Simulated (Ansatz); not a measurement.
# SrIn2Se4: a short molecular-dynamics run

A trajectory of SrIn2Se4, an element-swapped structure with 14 atoms that was not relaxed first: 30 steps of 1 fs under a Langevin thermostat and barostat at 1200 K and 0 GPa.

Program: Ansatz 0.2.0. Level of theory: DFT PBEsol, plane waves, PAW, scalar-relativistic, no spin polarisation. These are calculated values, not measurements.

## 1. The system as given

The cell holds 14 atoms (In4Se8Sr2): a = 6.343 Å, b = 6.343 Å, c = 10.987 Å, α = 90.00°, β = 90.00°, γ = 119.77°.

As a file:

```
CELL_PARAMETERS angstrom
3.18256 5.48731 0.00000
3.18256 -5.48731 0.00000
0.00000 0.00000 -10.98690
ATOMIC_POSITIONS crystal
In 0.23190 0.76330 0.00000
In 0.76810 0.23670 0.00000
In 0.76330 0.23190 0.50000
In 0.23670 0.76810 0.50000
Sr 0.50000 0.50000 0.75000
Sr 0.50000 0.50000 0.25000
Se 0.65770 0.79450 0.00000
Se 0.34230 0.20550 0.00000
Se 0.79450 0.65770 0.50000
Se 0.20550 0.34230 0.50000
Se 0.50000 0.00000 0.68360
Se 0.00000 0.50000 0.81640
Se 0.50000 0.00000 0.31640
Se 0.00000 0.50000 0.18360
```

## 2. Molecular dynamics

Input file input.yaml:

```yaml
crystal:
  lattice:
    - [3.182557, 5.487313, 0.0]
    - [3.182557, -5.487313, 0.0]
    - [0.0, 0.0, -10.986903]
  atoms:
    - { symbol: In, position: [0.2319, 0.7633, 0.0] }
    - { symbol: In, position: [0.7681, 0.2367, 0.0] }
    - { symbol: In, position: [0.7633, 0.2319, 0.5] }
    - { symbol: In, position: [0.2367, 0.7681, 0.5] }
    - { symbol: Sr, position: [0.5, 0.5, 0.75] }
    - { symbol: Sr, position: [0.5, 0.5, 0.25] }
    - { symbol: Se, position: [0.6577, 0.7945, 0.0] }
    - { symbol: Se, position: [0.3423, 0.2055, 0.0] }
    - { symbol: Se, position: [0.7945, 0.6577, 0.5] }
    - { symbol: Se, position: [0.2055, 0.3423, 0.5] }
    - { symbol: Se, position: [0.5, 0.0, 0.6836] }
    - { symbol: Se, position: [0.0, 0.5, 0.8164] }
    - { symbol: Se, position: [0.5, 0.0, 0.3164] }
    - { symbol: Se, position: [0.0, 0.5, 0.1836] }
kpoints:
  mp_grid: { grid: [3, 3, 2] }
magnetization:
  spin_polarized: false
scf:
  occupations: { method: gaussian, width: 0.1 }
hamiltonian:
  pseudopotentials: { kind: paw }
  xc: pbesol
basis:
  ecutwfc: 420
md:
  timestep: 1.0
  n_steps: 30
  ensemble: npt_langevin
  temperature: 1200.0
  initial_velocities: maxwell_boltzmann
  seed: 855752
  pressure: 0.0
```

On the command line:

```
> ansatz run input.yaml --threads 2 --pin off --max-ram 2560MiB --backend cpu --events-out ev --progress --plain --runs-dir out
```

**Question.** What will these runs give? Wanted: temperature, first and last step; temperature, second half; potential energy, second half; largest change of the conserved energy; volume, first and last step; mean square displacement, second half.

**Answer**, as computed:

| quantity | value |
| --- | --- |
| length | 30 steps of 1 fs |
| temperature, first and last step | 1114 and 674 K |
| temperature, second half | mean 630 K, from 589 to 693 K |
| potential energy, second half | +25 meV/atom from the start |
| largest change of the conserved energy | 0.02 meV/atom |
| volume, first and last step | 27.41 and 29.59 Å³/atom |
| mean square displacement, second half | Se 0.012, Sr 0.009, In 0.008 Å² |

What this shows: Against a set 1200 K the second half averages 630 K with a spread of 30 K (in equilibrium 14 atoms would scatter by about 262 K, over a far longer run). The conserved energy strays from its start by at most 0.02 meV/atom, under 0.1 % of the mean kinetic energy, so a step of 1 fs is short enough over this time. The farthest move is 0.18 Å, against a mean nearest distance of 2.5 Å at the start: no atom has changed site so far. The volume changes by +8.0 % from first to last step, and is still moving at the end, so it is no equilibrium value. Averages from a run of 30 fs with 14 atoms are rough.
